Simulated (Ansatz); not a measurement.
# Two structures of As: comparison of enthalpies under pressure from a Python script

One table from this session's results is given with a row withheld; the runs are named, their logs left out.

Computed with Ansatz 0.2.0 through its Python package. Level of theory: DFT PBEsol, plane waves, PAW.

## The system

As P6_3/mmc: It takes space group P6_3/mmc (No. 194, hexagonal). The conventional cell has a = 3.120 Å, b = 3.120 Å, c = 5.095 Å, α = 90.00°, β = 90.00°, γ = 120.00°. Around As (site symmetry -6m2) lie 12 As at 3.12 Å.

As Fm-3m: The structure is cubic, space group Fm-3m (No. 225). Conventional cell: a = 4.420 Å, b = 4.420 Å, c = 4.420 Å, α = 90.00°, β = 90.00°, γ = 90.00°. As (site symmetry m-3m) has 12 As at 3.13 Å as nearest neighbours.

No structure file is read: the coordinates are typed or built in the script.

The first run:

transition.py

```python
"""Enthalpies of two structures of As under pressure."""

import warnings

import ansatz as az
import numpy as np
from tabulate import tabulate


def hcp(first, a):
    return (
        az.Lattice.from_parameters(a, a, 1.633 * a, alpha=90, beta=90, gamma=120)
        .space_group(194)
        .atom(first, (1 / 3, 2 / 3, 0.25))
    )


def fcc(first, a):
    return (
        az.Lattice.fcc(a)
        .space_group(225)
        .atom(first, (0, 0, 0))
        .primitive()
    )


def run_phase(name, crystal, pressure=0.0):
    calc = (
        crystal.calculation()
        .functional(az.Functional.PBESOL)
        .basis(470)
        .scf(extra_bands=6, lower_state_search="off")
        .kpoints(spacing=0.3)
        .occupations("fermi_dirac", width=0.1)
    )
    calc = calc.relax(force_tolerance=0.01, cell=True, pressure=pressure)
    return calc.run(threads=1)


def volume_per_atom(outcome):
    return abs(np.linalg.det(outcome.lattice.cell_ang)) / len(outcome.lattice.sites)

warnings.simplefilter("ignore", az.DeckWarning)

phases = {}
phases["hcp"] = hcp("As", 3.12)
phases["fcc"] = fcc("As", 4.42)

# H = E + PV, with 1 eV per cubic angstrom equal to 160.2 GPa
pressures = [0, 20, 40, 60]
enthalpy, volume = {name: [] for name in phases}, {name: [] for name in phases}
for p in pressures:
    for name, crystal in phases.items():
        o = run_phase(name, crystal, pressure=p)
        volume[name].append(volume_per_atom(o))
        enthalpy[name].append(o.report["energy_sigma0_ev"] / len(o.lattice.sites) + p * volume[name][-1] / 160.21766)
gap = np.array(enthalpy["fcc"]) - np.array(enthalpy["hcp"])
rows = [(p, va, vb, 1000 * d) for p, va, vb, d in zip(pressures, volume["hcp"], volume["fcc"], gap)]
print(tabulate(rows, headers=["P (GPa)", "V hcp (A^3/atom)", "V fcc (A^3/atom)", "H(fcc) - H(hcp) (meV/atom)"], floatfmt=".4f", tablefmt="github"))
crossings = [p0 - g0 * (p1 - p0) / (g1 - g0) for p0, p1, g0, g1 in zip(pressures, pressures[1:], gap, gap[1:]) if g0 * g1 < 0]
print("crossing near", [round(float(p), 1) for p in crossings], "GPa") if crossings else print("no crossing in this range")
```

Launch:

```
python transition.py
```

One table of the session follows, with a row left open; its other results are not shown here.

Enthalpy H = E + pV of the second structure less the first:

```
pressure (GPa)  ΔH (meV/atom)
             0           46.2
            20           64.6
            40              ?
            60           53.7
```

Q: Estimate the row for pressure (GPa) = 40 from the others.

Worked estimate for «ΔH (meV/atom)». A straight line through the neighbours (20, 64.6) and (60, 53.7) gives 64.6 + (53.7 − 64.6) × (40 − 20) / (60 − 20) = 59.1; a parabola fitted to 3 rows on both sides gives 67.1.

**Answer.** ΔH (meV/atom): 59.0. In «ΔH (meV/atom)» the line misses by +0.1 and the parabola by +8.1.

Limits of these values: For the metals among these cells the mesh is coarse, so their volumes and pressures are rough. Only these two structures are compared, at zero temperature and with their symmetry kept; either may be hypothetical, and another phase may be lower than both.
